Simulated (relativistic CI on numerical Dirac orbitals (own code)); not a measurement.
# Zr I (Zr): levels and lines

Aim: the low levels of Zr, their labels and the strongest lines; runs with one setting changed show what the result hangs on. Configuration energies are shifted onto measured levels.

Method: Dirac-Coulomb-Breit CI, KLI orbitals optimised for each configuration, model QED (radiative potential, 1s self-energy scaled to tabulated hydrogen-like ionisation energies), valence Slater integrals scaled by 0.85, configuration energies shifted to the measured levels that pair with them (semi-empirical). Code: relativistic CI on numerical Dirac orbitals (own code) version 3.

**1. What is computed**

| Property | Result |
| --- | --- |
| ion | Zr (Zr I) |
| nuclear charge | 40 |
| electrons | 40 |
| isotope | A = 90 |
| first configuration typed | [Kr] 4d2 5s2 |

Outer shells as boxes (Hund's rule):

first configuration typed
```
[Kr] core
4d [↑ ][↑ ][  ][  ][  ]
5s [↑↓]
```

**2. The main run**

Settings, as recorded:

```ini
atom Zr  Z=40  charge=0  electrons=40
nucleus A=90  rms_radius_fm=4.2694
hamiltonian dirac-coulomb  breit=on  qed=on  c_scale=1
orbitals kli  potential=per-configuration
slater_scale 0.85
correlation fit
mixing on
configurations
  [Kr] 4d2 5s2
  [Kr] 4d3 5s
  [Kr] 4d2 5s 5p
  [Kr] 4d3 5p
  [Kr] 4d4
  [Kr] 4d2 5p2
  [Kr] 4d 5s2 5p
  [Kr] 4d2 5s 5d
  [Kr] 5s2 5p2
  [Kr] 4d2 5s 5f
  [Kr] 4d2 5s 5g
  [Kr] 4d 5s2 6p
  [Kr] 4d3 5d
  [Kr] 4d 4f 5s2
  [Kr] 4d2 5s 6s
  [Kr] 4d 5s 5p2
  [Kr] 4d3 4f
  [Kr] 4d 5s2 7s
  [Kr] 4d3 6s
  [Kr] 4d 5s2 6d
  [Kr] 4d2 5s 6p
  [Kr] 4d 5s2 7p
  [Kr] 4d 5s2 5g
  [Kr] 4d3 5g
  [Kr] 4d2 5p 6s
  [Kr] 4d2 5d2
  [Kr] 5s2 5p 5g
  [Kr] 4d 5s2 5f
  [Kr] 4d 5s2 6s
  [Kr] 4d3 5f
end
```

On the command line:

```console
$ python run_levels.py task.json out
```

The settings of every run stand in task.json; they run in order.

Main fields of the result record, rounded:

```text
{
  "status": "converged",
  "levels [i, E_cm, J2, conf, term, w_term, jj, w_jj, g, tau_s, breit_cm, qed_cm]": [
    [0, 0, 4, "4d2 5s2", "3F", 0.8926, "4d3/2^2", 0.6739, 0.6687, "-", 0, 0],
    [1, 507.66429, 6, "4d2 5s2", "3F", 0.8996, "4d3/2 4d5/2", 0.8996, 1.083, 300.2, -32.14, 2.148],
    [2, 1120.9852, 8, "4d2 5s2", "3F", 0.8973, "4d5/2^2", 0.6913, 1.25, 214.6, -68.55, 4.46],
    [3, 4145.1042, 0, "4d2 5s2", "3P", 0.6878, "4d3/2^2", 0.4395, "-", "-", -37, -8.578],
    [4, 4287.3961, 4, "4d2 5s2", "3P", 0.4832, "4d3/2 4d5/2", 0.5748, 1.351, 80.4, -39.97, -6.755],
    [5, 4289.2434, 2, "4d2 5s2", "3P", 0.6853, "4d3/2 4d5/2", 0.6853, 1.5, "-", -47.33, -8.009],
    [6, 4470.892, 2, "4d3 5s", "5F", 0.981, "4d3/2^3 5s", 0.3597, -7.58e-05, "-", -67.06, -40.35],
    [7, 4593.3748, 4, "4d3 5s", "5F", 0.9817, "4d3/2^2 4d5/2 5s", 0.5925, 1, 4496, -76.57, -39.75],
    [8, 4775.1962, 6, "4d3 5s", "5F", 0.9824, "4d3/2^2 4d5/2 5s", 0.5701, 1.25, "-", -90.66, -38.88],
    [9, 5013.9744, 8, "4d3 5s", "5F", 0.9821, "4d3/2 4d5/2^2 5s", 0.7202, 1.35, "-", -109, -37.74],
    [10, 5154.6778, 4, "4d2 5s2", "1D", 0.5608, "4d5/2^2", 0.6983, 1.147, 26.16, -78.43, -1.745],
    [11, 5305.6305, 10, "4d3 5s", "5F", 0.9809, "4d3/2 4d5/2^2 5s", 0.455, 1.4, "-", -131.2, -36.4],
    [12, 8469.5482, 8, "4d2 5s2", "1G", 0.7587, "4d3/2 4d5/2", 0.5833, 1, 29.76, -57.13, -4.35],
    [13, 10892.939, 2, "4d3 5s", "5P", 0.9725, "4d3/2^2 4d5/2 5s", 0.5163, 2.501, 23.94, -91.17, -38.43],
    [14, 11008.571, 4, "4d3 5s", "5P", 0.9698, "4d3/2 4d5/2^2 5s", 0.3857, 1.833, 30.85, -98.09, -37.88],
    [15, 11204.438, 6, "4d3 5s", "5P", 0.9721, "4d3/2 4d5/2^2 5s", 0.6069, 1.667, 34.1, -112.1, -37.06],
    [16, 12257.619, 4, "4d3 5s", "3F", 0.8808, "4d3/2^2 4d5/2 5s", 0.4602, 0.6682, 0.5806, -82.42, -47.27],
    [17, 12555.503, 6, "4d3 5s", "3F", 0.8334, "4d3/2^2 4d5/2 5s", 0.4979, 1.066, 0.5938, -100.5, -45.91],
    [18, 12954.214, 8, "4d3 5s", "3F", 0.732, "4d3/2 4d5/2^2 5s", 0.5749, 1.215, 0.6412, -122.3, -43.93],
    [19, 13252.147, 6, "4d3 5s", "3G", 0.8998, "4d3/2 4d5/2^2 5s", 0.5842, 0.7679, 0.9241, -104.3, -40.86],
    [20, 13416.442, 8, "4d3 5s", "3G", 0.7796, "4d3/2^2 4d5/2 5s", 0.3887, 1.082, 0.9533, -120.8, -40.35],
    [21, 13515.81, 10, "4d3 5s", "3G", 0.9368, "4d3/2^2 4d5/2 5s", 0.4555, 1.198, 1.19, -120.7, -39.59],
    [22, 14984.35, 4, "4d2 5s 5p", "5G*", 0.9323, "4d3/2^2 5s 5p1/2", 0.6308, 0.35, "-", 9.547, -27.35],
    [23, 15166.901, 2, "4d3 5s", "3D", 0.9029, "4d3/2^3 5s", 0.42, 0.5192, 0.3142, -86.76, -40.97],
    [24, 15323.42, 6, "4d2 5s 5p", "5G*", 0.9526, "4d3/2 4d5/2 5s 5p1/2", 0.4292, 0.9221, "-", -7.892, -26.32],
    [25, 15340.219, 4, "4d3 5s", "3D", 0.9056, "4d3/2 4d5/2^2 5s", 0.4383, 1.172, 0.3451, -100.9, -39.92],
    [26, 15610.77, 6, "4d3 5s", "3D", 0.9236, "4d3/2 4d5/2^2 5s", 0.4837, 1.333, 0.3941, -123.5, -38.78],
    [27, 15758.314, 8, "4d2 5s 5p", "5G*", 0.97, "4d3/2 4d5/2 5s 5p1/2", 0.4024, 1.152, "-", -29.49, -24.93],
    [28, 15841.252, 8, "4d3 5s", "3H", 0.946, "4d3/2^2 4d5/2 5s", 0.496, 0.8033, 0.4361, -105.2, -40.76],
    [29, 15990.186, 10, "4d3 5s", "3H", 0.9485, "4d3/2 4d5/2^2 5s", 0.6565, 1.036, 0.5789, -119.2, -39.98],
    [30, 16109.244, 12, "4d3 5s", "3H", 0.9634, "4d3/2 4d5/2^2 5s", 0.9634, 1.167, 0.71, -127.9, -39.53],
    [31, 16278.547, 10, "4d2 5s 5p", "5G*", 0.9806, "4d3/2 4d5/2 5s 5p3/2", 0.58, 1.267, "-", -54.05, -23.26],
    [32, 16540.125, 0, "4d3 5s", "3P", 0.7214, "4d3/2^2 4d5/2 5s", 0.6872, "-", 0.1232, -79.92, -43.7],
    [33, 16777.442, 2, "4d3 5s", "3P", 0.7173, "4d3/2 4d5/2^2 5s", 0.3727, 1.481, 0.1266, -97.69, -43.75],
    [34, 16876.017, 12, "4d2 5s 5p", "5G*", 0.9834, "4d5/2^2 5s 5p3/2", 0.7696, 1.334, "-", -80.56, -21.38],
    [35, 16920.069, 2, "4d2 5s 5p", "5F*", 0.914, "4d3/2^2 5s 5p1/2", 0.3601, 0.0155, 2.065e-07, -7.401, -28.71],
    [36, 17099.638, 4, "4d2 5s 5p", "5F*", 0.8951, "4d3/2 4d5/2 5s 5p1/2", 0.3339, 0.9997, 2.042e-07, -17.57, -27.72],
    [37, 17224.449, 4, "4d2 5s 5p", "3F*", 0.525, "4d3/2 5p1/2", 0.2373, 0.6957, 2.496e-07, 3.264, -15.8],
    [38, 17255.799, 4, "4d3 5s", "3P", 0.7429, "4d3/2 4d5/2^2 5s", 0.3743, 1.497, 0.1312, -129.8, -42.96],
    [39, 17370.149, 6, "4d2 5s 5p", "5F*", 0.9327, "4d3/2 4d5/2 5s 5p1/2", 0.3282, 1.25, 1.985e-07, -32.98, -27.24],
    [40, 17707.743, 6, "4d2 5s 5p", "3F*", 0.5804, "4d3/2 4d5/2 5s 5p3/2", 0.2034, 1.1, 2.42e-07, -18.58, -15.52],
    [41, 17712.072, 8, "4d2 5s 5p", "5F*", 0.936, "4d3/2 4d5/2 5s 5p3/2", 0.5171, 1.349, 1.931e-07, -52.15, -26.02],
    [42, 18123.694, 10, "4d2 5s 5p", "5F*", 0.9373, "4d5/2^2 5s 5p3/2", 0.4629, 1.399, 1.873e-07, -76.33, -24.52],
    [43, 18287.042, 2, "4d2 5s 5p", "3D*", 0.5923, "4d3/2^2 5s 5p3/2", 0.2733, 0.5357, 1.506e-07, 0.645, -17.44],
    [44, 18289.645, 2, "4d3 5s", "3P", 0.6841, "4d3/2^2 4d5/2 5s", 0.3932, 1.459, 0.04158, -87.23, -34.48],
    "... 355 more rows left out ..."
  ],
  "lines, the strongest and those to the lowest levels [upper, lower, type, S_au, A_per_s, branching]": [
    [16, 0, "E2", 208.3, 1.291, 0.7494],
    [17, 0, "E2", 139.3, 0.6954, 0.413],
    [17, 1, "E2", 183.8, 0.7463, 0.4432],
    [18, 1, "E2", 183.1, 0.6807, 0.4365],
    [18, 2, "E2", 257.6, 0.7438, 0.4769],
    [19, 0, "E2", 78.81, 0.5153, 0.4762],
    [19, 1, "E2", 92.03, 0.495, 0.4575],
    [20, 2, "E2", 192.6, 0.6736, 0.6421],
    [21, 2, "E2", 212.4, 0.6326, 0.7529],
    [23, 0, "E2", 82.33, 2.467, 0.775],
    [25, 0, "E2", 39.63, 0.7541, 0.2602],
    [25, 1, "E2", 106.9, 1.719, 0.5931],
    [26, 1, "E2", 35.28, 0.4436, 0.1748],
    [26, 2, "E2", 185.6, 1.896, 0.7474],
    [28, 0, "E2", 128.9, 1.6, 0.698],
    [28, 1, "E2", 31.56, 0.3329, 0.1452],
    [29, 1, "E2", 154.4, 1.399, 0.8097],
    [29, 2, "E2", 36.97, 0.2736, 0.1584],
    [30, 2, "E2", 215.3, 1.403, 0.996],
    [32, 0, "E2", 55.51, 7.696, 0.9484],
    [33, 0, "E2", 42.95, 2.131, 0.2697],
    [33, 1, "E2", 123.2, 5.243, 0.6635],
    [38, 1, "E2", 41.65, 1.229, 0.1612],
    [38, 2, "E2", 223, 5.461, 0.7163],
    [126, 11, "E1", 66.14, 1.725e+08, 0.8901],
    [143, 2, "E1", 37.47, 1.84e+08, 0.9325],
    [145, 11, "E1", 57.01, 2.2e+08, 0.845],
    [200, 2, "E1", 23.64, 3.303e+08, 0.8022]
  ],
  "n_levels_all": 2394,
  "total_energy [Ha]": -3595.9459139,
  "configurations [conf, odd, states, E_av_cm, breit_Ha, qed_Ha, corr_Ha]": [
    ["4d2 5s2", 0, 45, 10498.3, 2.05, 1.372, -2.257],
    ["4d3 5s", 0, 240, 18194.3, 2.049, 1.372, -2.262],
    ["4d2 5s 5p", 1, 540, 30524.2, 2.05, 1.372, -2.239],
    ["4d3 5p", 1, 720, 38832.4, 2.049, 1.372, -2.249],
    ["4d4", 0, 210, 36639.8, 2.049, 1.372, -2.26],
    ["4d2 5p2", 0, 675, 57438.6, 2.05, 1.372, -2.235],
    ["4d 5s2 5p", 1, 60, 32353.1, 2.05, 1.372, -2.238],
    ["4d2 5s 5d", 0, 900, 50673.5, 2.05, 1.372, -2.226],
    ["5s2 5p2", 0, 15, 72117.4, 2.051, 1.372, -2.229],
    ["4d2 5s 5f", 1, 1260, 59814.1, 2.05, 1.372, -2.215],
    ["4d2 5s 5g", 0, 1620, 59796.7, 2.05, 1.372, -2.215],
    ["4d 5s2 6p", 1, 60, 58426.1, 2.05, 1.372, -2.222],
    ["4d3 5d", 0, 1200, 52374.6, 2.049, 1.372, -2.244],
    ["4d 5s2 4f", 1, 140, 66142.8, 2.05, 1.372, -2.211],
    "... 16 more rows left out ..."
  ],
  "radial 4d2 5s2 [Ha, bohr]": {"<r^-3>(4d)": 2.2862, "<r^1>(4d)": 2.3392, "<r^2>(4d)": 6.9244, "<r^4>(4d)": 114.63, "F2(4d,4d)": 0.18839, "F4(4d,4d)": 0.11987, "zeta(4d)": 0.0013829},
  "radial 4d3 5s [Ha, bohr]": {"<r^-3>(4d)": 1.9873, "<r^1>(4d)": 2.5297, "<r^2>(4d)": 8.2291, "<r^4>(4d)": 168.05, "F2(4d,4d)": 0.17192, "F4(4d,4d)": 0.10851, "zeta(4d)": 0.0011009, "<r^1>(5s)": 3.8908, "<r^2>(5s)": 17.357, "<r^4>(5s)": 490.23, "G2(4d,5s)": 0.078692},
  "empirical_shift [conf, shift_cm, paired_levels]": [
    ["4d2 5s2", 0, 9],
    ["4d3 5s", 212.45, 14],
    ["4d2 5s 5p", 2773, 30],
    ["4d3 5p", 1749.9, 6],
    ["4d4", 1749.9, 0],
    ["4d2 5p2", 2773, 0],
    ["4d 5s2 5p", 1749.9, 0],
    ["4d2 5s 5d", 2773, 0],
    ["5s2 5p2", 1749.9, 0],
    ["4d2 5s 5f", 2773, 0],
    ["4d2 5s 5g", 2773, 0],
    ["4d 5s2 6p", 1749.9, 0],
    ["4d3 5d", 981.16, 0],
    ["4d 5s2 4f", 1749.9, 0],
    "... 16 more rows left out ..."
  ]
}
```

Wall time 7.7 s (1 thread, shared host).

The lowest levels, by name:

| level | energy (cm⁻¹) | LS purity (%) | jj purity (%) | radiative lifetime (s) |
| --- | --- | --- | --- | --- |
| 4d2 5s2 3F2 | 0.0 | 89 | 67 | - |
| 4d2 5s2 3F3 | 507.7 | 90 | 90 | 3e+02 |
| 4d2 5s2 3F4 | 1121.0 | 90 | 69 | 2.1e+02 |
| 4d2 5s2 3P0 | 4145.1 | 69 | 44 | - |
| 4d2 5s2 3P2 + 1D | 4287.4 | 48 | 57 | 80 |
| 4d2 5s2 3P1 | 4289.2 | 69 | 69 | - |
| 4d3 5s 5F1 | 4470.9 | 98 | 36 | - |
| 4d3 5s 5F2 | 4593.4 | 98 | 59 | 4.5e+03 |
| 4d3 5s 5F3 | 4775.2 | 98 | 57 | - |
| 4d3 5s 5F4 | 5014.0 | 98 | 72 | - |
| 4d2 5s2 1D2 | 5154.7 | 56 | 70 | 26 |
| 4d3 5s 5F5 | 5305.6 | 98 | 46 | - |
| 4d2 5s2 1G4 | 8469.5 | 76 | 58 | 30 |
| 4d3 5s 5P1 | 10892.9 | 97 | 52 | 24 |

Where the configurations lie:

| configuration | levels among the lowest 60 | parity | lowest (cm⁻¹) | highest (cm⁻¹) |
| --- | --- | --- | --- | --- |
| 4d2 5s2 | 8 | even | 0.0 | 8469.5 |
| 4d3 5s | 30 | even | 4470.9 | 20375 |
| 4d2 5s 5p | 21 | odd | 14984.3 | 19760.0 |
| 4d 5s2 5p | 1 | odd | 19161.6 | 19161.6 |

Strongest E1 lines among the lowest 400 of 2394 levels, by gA:

| upper | lower | wavelength (nm) | A (1/s) |
| --- | --- | --- | --- |
| 4d2 5s 5p 3D°3 + 4d3 5p 3D° (v) | 4d2 5s2 3F4 | 274.6 | 3.3e+08 |
| 4d2 5s 5p 3G°5 (iii) | 4d2 5s2 3F4 | 334.8 | 1.84e+08 |
| 4d3 5p 5D°4 | 4d3 5s 5F5 | 387.9 | 2.2e+08 |
| 4d3 5p 5F°5 | 4d3 5s 5F5 | 413.4 | 1.72e+08 |
| 4d2 5s 5d 5F5 | 4d2 5s 5p 5F°5 | 368.8 | 1.65e+08 |
| 4d3 5p 3G°5 (ii) | 4d3 5s 3G5 | 373.7 | 1.41e+08 |
| 4d3 5p 5G°6 | 4d3 5s 5F5 | 461.7 | 1.16e+08 |
| 4d3 5p 1F°3 + 4d2 5s 5p 1F° (ii) | 4d2 5s2 1G4 | 314.0 | 2.15e+08 |
| 4d3 5p 3F°4 (iii) | 4d3 5s 3F4 (ii) | 416.9 | 1.64e+08 |
| 4d2 5s 5p 3F°4 (iii) | 4d2 5s2 3F4 | 368.0 | 1.63e+08 |

**3. Beside measured levels**

Computed and measured (NIST Handbook of Basic Atomic Spectroscopic Data (Sansonetti and Martin, J. Phys. Chem. Ref. Data 34, 1559 (2005))) energies in cm⁻¹:

| level | computed | measured | difference |
| --- | --- | --- | --- |
| 4d2 5s2 3F2 | 0 | 0 | +0 |
| 4d2 5s2 3F3 | 508 | 570 | -63 |
| 4d2 5s2 3F4 | 1121 | 1241 | -120 |
| 4d2 5s2 3P0 | 4145 | 4197 | -52 |
| 4d2 5s2 3P1 | 4289 | 4376 | -87 |
| 4d3 5s 5F1 | 4471 | 4871 | -400 |
| 4d3 5s 5F2 | 4593 | 5023 | -430 |
| 4d2 5s2 1D2 | 5155 | 5102 | +53 |
| 4d3 5s 5F3 | 4775 | 5249 | -474 |
| 4d3 5s 5F4 | 5014 | 5541 | -527 |
| 4d3 5s 5F5 | 5306 | 5889 | -583 |
| 4d2 5s2 1G4 | 8470 | 8057 | +412 |
| 4d3 5s 5P1 | 10893 | 10885 | +8 |
| 4d3 5s 5P2 | 11009 | 11017 | -8 |
| 4d3 5s 5P3 | 11204 | 11258 | -54 |
| 4d3 5s 3F2 | 12258 | 11641 | +617 |
| 4d3 5s 3F3 | 12556 | 11956 | +599 |
| 4d3 5s 3F4 | 12954 | 12342 | +612 |
| 4d2 5s2 1S0 | 21696 | 13142 | +8554 |
| 4d3 5s 3D1 | 15167 | 14123 | +1044 |
| 4d3 5s 3D2 | 15340 | 14349 | +991 |
| 4d3 5s 3D3 | 15611 | 14697 | +914 |

 The first 22 of 51 pairs are shown.

[end of part 1 of 2]
